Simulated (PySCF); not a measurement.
# BiS2 (Bi(S)2-): the cost of one run

Method: r2SCAN, Bi def2-SVP with ECP60, S def2-SVP; scalar-relativistic core potentials, no spin–orbit coupling; program: PySCF 2.14.0.

3 further runs of the same task are left out: 2 for a known fault of the program, 1 set aside as unsound or not needed.

### Step 1. Starting geometry

3 atoms, charge -1, spin multiplicity 1.

Bond lengths: Bi1–S2 2.241 Å, Bi1–S3 2.241 Å. Angles: S2–Bi1–S3 131.8°.

Coordinates:

```
Bi    0.0000    0.0000    0.0000
S     2.0455    0.0000    0.9154
S    -2.0455    0.0000    0.9154
```

Formal oxidation states: Bi +3.

### Step 2. SCF at the start, singlet

The input, run.py (the lines that set the calculation):

```python
mol = gto.M(atom='''
Bi     0.00000     0.00000     0.00000
S      2.04550     0.00000     0.91540
S     -2.04550     0.00000     0.91540''',
    basis={'Bi': 'def2-SVP', 'S': 'def2-SVP'},
    ecp={'Bi': 'def2-SVP'},
    charge=-1, spin=0)
mf = dft.RKS(mol, xc='R2SCAN')
mf.grids.atom_grid = (50, 194)
mf = mf.density_fit()  # fitting sets: Bi def2-universal-JKFIT, S def2-universal-JKFIT
mf.conv_tol = 1e-08; mf.max_cycle = 55
mf.kernel(dm0)  # dm0: free metal ions and neutral atoms
```

Run with:

```console
OMP_NUM_THREADS=2 python run.py
```

Q: Estimate wall time and peak memory on 2 threads of AMD EPYC 9R45 (Zen 5), shared host.

About 1.3 s, with a peak of 0.28 GiB.
